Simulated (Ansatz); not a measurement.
**BrGaH4O2Si: geometry and vibrations**

Aim: relax BrGaH4O2Si from a cheap starting geometry, then compute its harmonic vibrations to see whether it is a minimum and to get the zero-point energy and entropy, and look at its orbitals and charge.

Program: Ansatz 0.2.0, Gaussian basis. Level of theory: RKS PBE0-D4/def2-TZVP. These are calculated values, not measurements.

Levels to be run: relaxation at PBE0-D4/def2-TZVP; harmonic vibrations at the same level; a single point in def2-TZVPP for the fields.

### Step 1. Starting geometry

SMILES `[OH][Ga]([Br])[O][SiH3]`, 9 atoms, charge 0, spin multiplicity 1.

Atoms are counted from 1 here; the program's logs count them from 0.

Bond lengths: O1–Ga2 1.732 Å, O1–H6 0.957 Å, Ga2–Br3 2.248 Å, Ga2–O4 1.739 Å, O4–Si5 1.642 Å, Si5–H7 1.462 Å, Si5–H8 1.463 Å, Si5–H9 1.463 Å. Angles: Ga2–O1–H6 120.6°, O1–Ga2–Br3 119.7°, O1–Ga2–O4 121.3°, Br3–Ga2–O4 119.1°, Ga2–O4–Si5 152.4°, O4–Si5–H7 101.9°, O4–Si5–H8 108.9°, O4–Si5–H9 105.5°, H7–Si5–H8 113.3°, H7–Si5–H9 114.2°, H8–Si5–H9 112.0°.

As a file:

| atom | x (Å) | y (Å) | z (Å) |
| --- | --- | --- | --- |
| O1 | 2.45102 | 1.48798 | 0.35202 |
| Ga2 | 1.44336 | 0.08129 | 0.27356 |
| Br3 | 2.33662 | -1.94841 | 0.64064 |
| O4 | -0.25069 | 0.20363 | -0.10065 |
| Si5 | -1.74627 | -0.44240 | -0.30186 |
| H6 | 2.08577 | 2.35828 | 0.19443 |
| H7 | -2.30933 | 0.41725 | -1.34140 |
| H8 | -1.60766 | -1.83903 | -0.71634 |
| H9 | -2.40282 | -0.31860 | 0.99961 |

The start is a GFN2-xTB geometry.

### Step 2. Geometry optimisation, PBE0-D4/def2-TZVP

Contents of in.yaml:

```yaml
crystal:
  periodic: [false, false, false]
  atoms:
    - {symbol: O, position_ang: [2.451020, 1.487980, 0.352020]}
    - {symbol: Ga, position_ang: [1.443360, 0.081290, 0.273560]}
    - {symbol: Br, position_ang: [2.336620, -1.948410, 0.640640]}
    - {symbol: O, position_ang: [-0.250690, 0.203630, -0.100650]}
    - {symbol: Si, position_ang: [-1.746270, -0.442400, -0.301860]}
    - {symbol: H, position_ang: [2.085770, 2.358280, 0.194430]}
    - {symbol: H, position_ang: [-2.309330, 0.417250, -1.341400]}
    - {symbol: H, position_ang: [-1.607660, -1.839030, -0.716340]}
    - {symbol: H, position_ang: [-2.402820, -0.318600, 0.999610]}
basis:
  gaussian: {orbitals: def2-TZVP}
hamiltonian: {xc: pbe0, dispersion: d4}
relax: {f_tol: 0.005, max_steps: 150}
```

Run with:

```bash
> ansatz run in.yaml --threads 2 --pin off --events-out ev --progress --plain --max-ram 20480MiB --backend cuda --devices 0, --max-vram 18GiB
```

After this run come: Harmonic vibrations; A single point for the fields.

Q: Predict the results of all the runs planned. Wanted: point group; shift from the start; total energy; dispersion term; dipole moment; lowest, highest wavenumber; HOMO, LUMO.

As calculated:

| quantity | value |
| --- | --- |
| point group | C1 |
| steps | 12 |
| shift from the start (rms) | 0.156 Å |
| total energy | -134444.9819 eV |
| dispersion term | -205 meV |
| dipole moment | 1.28 D |
| lowest, highest wavenumber | -8, 3884 cm⁻¹ |
| HOMO, LUMO | -8.79, -1.49 eV |

In words: The atoms moved 0.16 Å (rms) from the start; the bond that changed most is O1–Ga2, from 1.732 to 1.766 Å. One or more small negative wavenumbers (down to -8 cm⁻¹) point to a very flat motion, so a minimum isn't proven. The stiffest mode, 3884 cm⁻¹, is an O–H stretch. Harmonic hybrid wavenumbers usually lie a few per cent above measured fundamentals. The largest Mulliken charge, +0.66 e, sits on Ga2. The HOMO lies mostly on Br3 57 %; O4 18 % and the LUMO on Ga2 38 %; Br3 20 %.
